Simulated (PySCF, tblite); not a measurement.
**C₅H₉BF₂O₂: geometry, infrared bands and NMR shifts**

Aim: predict the infrared bands and NMR shifts of C₅H₉BF₂O₂ (`C[C@]1(B(F)F)COCCO1`).

Computed with tblite 0.8.0 and PySCF 2.14.0, with density-fitted response routines of our own, on a single molecule in the gas phase. Atoms count from 0, in the outputs and in this text.

## (1) The starting structure

19 atoms, charge 0, multiplicity 1; geometry from: force field or distance geometry start.

Bonds of the start (Å): C0–C1 1.54, C1–B2 1.59, B2–F3 1.45, B2–F4 1.44, C1–C5 1.56, C5–O6 1.42, O6–C7 1.41, C7–C8 1.53, C8–O9 1.42, O9–C1 1.42, C0–H10 1.12, C0–H11 1.10, C0–H12 1.12, C5–H13 1.12, C5–H14 1.11, C7–H15 1.10, C7–H16 1.11, C8–H17 1.10, C8–H18 1.12.

## (2) Relaxing the molecule with GFN2-xTB

The job: settings as JSON, then the geometry in Å.

```
{"job": {"kind": "relax", "xc": "GFN2-xTB", "basis": "xTB"}, "charge": 0, "multiplicity": 1}
C     -1.424000     0.335400     1.090000
C     -0.670200     0.130000    -0.242300
B     -1.713200     0.214900    -1.435900
F     -2.819800    -0.712700    -1.527500
F     -1.576100     1.224300    -2.458000
C     -0.002400    -1.274500    -0.276100
O      1.063900    -1.351000     0.651600
C      2.035700    -0.372700     0.339600
C      1.422500     1.021900     0.417000
O      0.290900     1.153900    -0.435200
H     -2.290400    -0.370100     1.173700
H     -0.782200     0.157500     1.971000
H     -1.827300     1.379100     1.159600
H      0.379900    -1.512500    -1.300400
H     -0.747900    -2.047600    -0.015000
H      2.458000    -0.556700    -0.663700
H      2.862100    -0.444800     1.071000
H      2.183800     1.756300     0.098400
H      1.147000     1.278700     1.469700
```

Launch:

```console
$ OMP_NUM_THREADS=1 python probes_run.py task.json out
```

This one command runs all jobs of the session in turn.

The log of the run:

```text
step      E/eV     max force
  0    -930.35816    3.823
  1    -930.84503    2.273
  2    -930.96854    2.440
  3    -931.02523    0.722
  4    -931.05066    0.442
  5    -931.07026    0.325
  6    -931.07360    0.203
  7    -931.07819    0.193
  8    -931.08038    0.188
  9    -931.08226    0.121
 10    -931.08316    0.067
 11    -931.08384    0.059
 12    -931.08431    0.057
 13    -931.08477    0.053
 14    -931.08526    0.057
 15    -931.08581    0.059
 16    -931.08637    0.055
 17    -931.08690    0.056
 18    -931.08746    0.058
 19    -931.08809    0.062
 20    -931.08872    0.054
 21    -931.08924    0.065
 22    -931.08966    0.058
 23    -931.09009    0.060
 24    -931.09060    0.056
 25    -931.09112    0.051
 26    -931.09153    0.051
 27    -931.09187    0.044
 28    -931.09220    0.046
 29    -931.09261    0.056
 30    -931.09311    0.058
 31    -931.09370    0.059
 32    -931.09427    0.059
 33    -931.09472    0.052
 34    -931.09507    0.042
 35    -931.09538    0.044
 36    -931.09567    0.041
 37    -931.09592    0.035
 38    -931.09612    0.033
 39    -931.09626    0.028
 40    -931.09638    0.029
 41    -931.09647    0.025
 42    -931.09653    0.017
 43    -931.09657    0.016
 44    -931.09660    0.015
 45    -931.09662    0.009
```

It took 0.32 s on 1 thread of Arm Neoverse V1, shared host.

Relaxation path: (not every step is listed)

```
step  energy from step 0 (eV)  largest force (eV/Å)
   0                   0.0000                3.8227
   1                  -0.4869                2.2734
   2                  -0.6104                2.4400
   3                  -0.6671                0.7224
   4                  -0.6925                0.4425
   5                  -0.7121                0.3250
   6                  -0.7154                0.2034
   7                  -0.7200                0.1934
   8                  -0.7222                0.1882
  11                  -0.7257                0.0588
  14                  -0.7271                0.0569
  17                  -0.7287                0.0564
  20                  -0.7306                0.0539
  23                  -0.7319                0.0599
  26                  -0.7334                0.0508
  29                  -0.7345                0.0558
  32                  -0.7361                0.0586
  35                  -0.7372                0.0437
  38                  -0.7380                0.0328
  40                  -0.7382                0.0285
  41                  -0.7383                0.0251
  42                  -0.7384                0.0173
  43                  -0.7384                0.0165
  44                  -0.7384                0.0146
  45                  -0.7385                0.0095
```

Close pairs (by a distance rule), those that changed most:

```
  bond  before (Å)  after (Å)  change (Å)
 B2–F4       1.443      1.308      -0.135
 B2–F3       1.447      1.318      -0.129
C0–H10       1.120      1.086      -0.034
C0–H12       1.121      1.087      -0.034
C8–H18       1.118      1.098      -0.020
C5–H13       1.119      1.101      -0.018
C0–H11       1.104      1.088      -0.017
 C1–O9       1.417      1.433      +0.015
```

The end geometry stands in the next job.

## (3) Vibrational analysis with GFN2-xTB

The job: settings as JSON, then the geometry in Å.

```
{"job": {"kind": "ir", "xc": "GFN2-xTB", "basis": "xTB"}, "charge": 0, "multiplicity": 1}
C     -1.386463     0.312332     1.094763
C     -0.684272     0.131791    -0.269983
B     -1.751374     0.227813    -1.460826
F     -2.769739    -0.607114    -1.519526
F     -1.703616     1.087096    -2.445649
C     -0.001126    -1.262881    -0.283157
O      1.034592    -1.328082     0.665063
C      2.023385    -0.357792     0.388306
C      1.413293     1.044107     0.406927
O      0.317065     1.134063    -0.483804
H     -2.313306    -0.254206     1.107263
H     -0.745795    -0.050930     1.895125
H     -1.610274     1.364009     1.255528
H      0.400002    -1.463072    -1.288564
H     -0.721103    -2.037134    -0.016611
H      2.467230    -0.553332    -0.599437
H      2.785321    -0.462604     1.161634
H      2.133960     1.782969     0.052942
H      1.102417     1.302218     1.427524
```

The log of the run:

```text
mode    cm-1     km/mol
  1      15.6      0.04
  2      98.7      0.81
  3     114.4      1.01
  4     177.6      1.66
  5     209.7      2.90
  6     253.6     10.14
  7     292.9      4.86
  8     305.9      1.23
  9     360.3     13.31
 10     405.6     15.14
 11     431.1      3.32
 12     469.3      5.02
 13     513.9     15.32
 14     570.6     68.36
 15     596.9     17.44
 16     743.3     11.12
 17     871.0     10.25
 18     893.4     11.89
 19     920.3      3.47
 20     936.9     31.41
 21     971.1     39.92
 22    1006.2     33.95
 23    1066.7      0.74
 24    1088.2      2.42
 25    1093.3     45.80
 26    1114.2      3.76
 27    1121.6    179.81
 28    1140.9      8.42
 29    1196.9     35.44
 30    1225.9     15.51
 31    1262.2    230.09
 32    1274.1     33.41
 33    1304.0     12.60
 34    1312.3    248.20
 35    1319.0    159.98
 36    1338.6      8.57
 37    1388.0      8.30
 38    1446.4      0.22
 39    1449.8      2.77
 40    1455.5      0.55
 41    1481.5      7.46
 42    1493.1      3.04
 43    2869.3     51.07
 44    2873.1     35.09
 45    2904.8     67.55
 46    2991.5     17.21
 47    2997.0     24.88
 48    3003.5     29.52
 49    3031.9      9.79
 50    3042.9     16.13
 51    3049.3     18.09
```

It took 0.7 s on 1 thread of Arm Neoverse V1, shared host.

The strongest bands and the atoms that carry them (share of the mass-weighted mode):

```
cm⁻¹  km/mol                       atoms
 571    68.4                     B2 75 %
1093    45.8   C1 30 %, C7 12 %, O6 11 %
1122   179.8            C1 20 %, C7 10 %
1262   230.1   B2 53 %, F3 16 %, C1 14 %
1312   248.2  B2 44 %, H13 23 %, F4 14 %
1319   160.0           H13 28 %, B2 25 %
2869    51.1                    H13 93 %
2905    67.5                    H18 87 %
```

## (4) NMR shieldings: PBE0/pcSseg-1

Same as in step 3 but for these lines:

```diff
@@ -1,2 +1,2 @@
-{"job": {"kind": "ir", "xc": "GFN2-xTB", "basis": "xTB"}, "charge": 0, "multiplicity": 1}
+{"job": {"kind": "nmr", "xc": "PBE0", "basis": "pcSseg-1"}, "charge": 0, "multiplicity": 1}
 C     -1.386463     0.312332     1.094763
```

Method: GIAO PBE0/pcSseg-1 NMR shielding, non-relativistic, gas phase.

The log of the run:

```text
coarse grid: 16440 points
cycle   1  E = -570.1283247070  dE =  1.416e+00  |g| = 9.212e-01  |ddm| = 3.817e+00
cycle   2  E = -569.9699195256  dE =  1.584e-01  |g| = 1.359e+00  |ddm| = 1.521e+00
cycle   3  E = -570.2723021960  dE = -3.024e-01  |g| = 1.006e-01  |ddm| = 9.891e-01
cycle   4  E = -570.2739415708  dE = -1.639e-03  |g| = 4.694e-02  |ddm| = 9.316e-02
cycle   5  E = -570.2743604859  dE = -4.189e-04  |g| = 1.011e-02  |ddm| = 3.645e-02
cycle   6  E = -570.2743747289  dE = -1.424e-05  |g| = 3.219e-03  |ddm| = 7.828e-03
cycle   7  E = -570.2743766126  dE = -1.884e-06  |g| = 5.287e-04  |ddm| = 2.572e-03
final grid: 161224 points
cycle   8  E = -570.3648656729  dE = -8.446e-05  |g| = 1.465e-02  |ddm| = 3.592e-02
cycle   9  E = -570.3648189354  dE =  4.674e-05  |g| = 2.193e-02  |ddm| = 2.198e-02
cycle  10  E = -570.3649057733  dE = -8.684e-05  |g| = 1.502e-03  |ddm| = 1.365e-02
cycle  11  E = -570.3649062238  dE = -4.505e-07  |g| = 3.313e-04  |ddm| = 1.521e-03
cycle  12  E = -570.3649062455  dE = -2.171e-08  |g| = 7.037e-05  |ddm| = 3.328e-04
cycle  13  E = -570.3649062463  dE = -7.374e-10  |g| = 3.358e-05  |ddm| = 7.355e-05
cycle  14  E = -570.3649062464  dE = -1.694e-10  |g| = 7.766e-06  |ddm| = 2.290e-05
converged SCF energy = -570.3649062464

GIAO shielding tensors (ppm)
atom      isotropic    diamagn.    paramagn.     s11        s22        s33       span
  0 C      169.838     249.011     -79.173    142.153    178.453    188.908     46.755
  1 C      117.945     252.637    -134.693     91.419    112.935    149.481     58.062
  2 B       74.176     194.441    -120.265     50.294     84.118     88.115     37.821
  3 F      254.188     468.272    -214.085     79.944    296.191    386.428    306.484
  4 F      242.323     467.157    -224.833     61.630    281.872    383.469    321.838
  5 C      114.497     246.695    -132.198     95.496    107.623    140.371     44.875
  6 O      318.514     395.382     -76.867    284.560    323.349    347.634     63.074
  7 C      115.982     246.457    -130.475     93.575    106.380    147.990     54.416
  8 C      123.958     245.596    -121.639    105.929    112.662    153.283     47.354
  9 O      286.498     398.678    -112.180    226.236    297.378    335.879    109.643
 10 H       30.712      30.536       0.176     26.486     28.772     36.877     10.391
 11 H       28.811      30.955      -2.144     24.493     29.476     32.463      7.969
 12 H       30.674      30.425       0.249     26.791     28.115     37.115     10.324
 13 H       27.910      31.365      -3.454     22.751     28.667     32.312      9.561
 14 H       28.194      31.189      -2.995     24.169     27.719     32.695      8.526
 15 H       27.929      29.702      -1.773     23.164     26.929     33.694     10.530
 16 H       27.989      28.569      -0.580     24.198     26.202     33.568      9.370
 17 H       28.315      29.348      -1.033     24.053     26.710     34.182     10.130
 18 H       27.520      30.704      -3.184     23.738     26.002     32.820      9.082
```

It took 53 s on 1 thread of Arm Neoverse V1, shared host; peak memory 1 GiB.

Shifts follow as δ = σ(reference) − σ, with reference shieldings (ppm) from runs at the same level and on the same kind of geometry: 1H TMS 31.72, 13C TMS 186.9, 19F CFCl3 170.9, 17O H2O 336.1, 11B BF3·OEt2 100.1. The references are single molecules in the gas phase, so shifts against H2O, NH3, PH3, H3PO4 or CFCl3 are not on the usual liquid scales and can be off by tens of ppm. Atoms listed in one row are averaged.

```
        atoms                                     environment  σ (ppm)  δ (ppm)  δ scaled to CDCl3
           C5                             sp3 CH2 bonded to O    114.5     72.4               68.8
           C7                             sp3 CH2 bonded to O    116.0     70.9               67.3
           C1  fully substituted sp3 carbon bonded to B and O    117.9     69.0               65.4
           C8                             sp3 CH2 bonded to O    124.0     63.0               59.5
           C0                                   methyl carbon    169.8     17.1               14.8
          H18              hydrogen on an sp3 CH2 bonded to O    27.52     4.20               4.06
          H13              hydrogen on an sp3 CH2 bonded to O    27.91     3.81               3.69
          H15              hydrogen on an sp3 CH2 bonded to O    27.93     3.79               3.68
          H16              hydrogen on an sp3 CH2 bonded to O    27.99     3.73               3.62
          H14              hydrogen on an sp3 CH2 bonded to O    28.19     3.52               3.43
          H17              hydrogen on an sp3 CH2 bonded to O    28.32     3.40               3.31
H10, H11, H12                     hydrogen on a methyl carbon    30.07     1.65               1.66
           B2                          boron bonded to C, 2 F     74.2     25.9                  –
       F3, F4                            fluorine bonded to B    248.3    -77.3                  –
           O9                                    ether oxygen    286.5     49.6                  –
           O6                                    ether oxygen    318.5     17.6                  –
```

The scaled column applies a straight-line fit of computed shieldings to shifts measured in CDCl3, and one for carbons that bear F (root-mean-square error 0.16 ppm for H, 1.9 ppm for C).

Charges from the same density, by scheme (e):

```
 atoms  Mulliken    IAO  Hirshfeld  ESP fit
    C0     -0.22  -0.44      -0.13    -0.48
    C1     -0.31   0.03       0.00     0.37
    B2      0.79   0.74       0.32     0.64
F3, F4     -0.28  -0.30      -0.13    -0.29
    C5      0.15  -0.07      -0.01    -0.15
    O6     -0.51  -0.39      -0.14    -0.29
    C7      0.04  -0.07       0.00    -0.10
    C8      0.06  -0.07      -0.01     0.09
    O9     -0.51  -0.40      -0.15    -0.49
```

Mayer bond orders: C0–C1 1.00, C1–B2 0.89, B2–F3 1.11, B2–F4 1.18, C1–C5 0.97, C5–O6 0.93, O6–C7 0.92, C7–C8 1.04, C8–O9 0.92, O9–C1 0.87.

Ring of atoms C1, C5, O6, C7, C8, O9: NICS(0) -2.1, NICS(1) -1.2, NICS(1)zz 2.5 ppm (means of both faces).

## (5) Summary of results

| quantity | value |
| --- | --- |
| strongest single infrared mode (GFN2-xTB) | 1312 cm⁻¹, 248 km/mol |
| zero-point energy (GFN2-xTB) | 90.8 kcal/mol |
| 13C shifts against TMS (PBE0/pcSseg-1) | 72.4, 70.9, 69.0, 63.0, 17.1 ppm |
| 1H shifts against TMS (PBE0/pcSseg-1, means over atoms taken as alike) | 4.20, 3.81, 3.79, 3.73, 3.52, 3.40, 1.65 ppm |
| 11B shifts against BF3·OEt2 (PBE0/pcSseg-1) | 25.9 ppm |
| 19F shifts against CFCl3 (PBE0/pcSseg-1, means over atoms taken as alike) | -77.3 ppm |
| 17O shifts against H2O (PBE0/pcSseg-1) | 49.6, 17.6 ppm |

Over 45 steps the energy fell by 0.738 eV; of the close pairs, B2–F4 changed most, 1.443 to 1.308 Å. No mode is imaginary among the 51: a minimum at this level. The strongest single mode, at 1312 cm⁻¹, is carried by B2, H13, F4. Unscaled tight-binding wavenumbers are off by several per cent, some by more. Its intensities can rank the bands wrongly. At PBE0/pcSseg-1: Shielding is most anisotropic at F3, F4 (span 314 ppm, paramagnetic term -219 ppm).
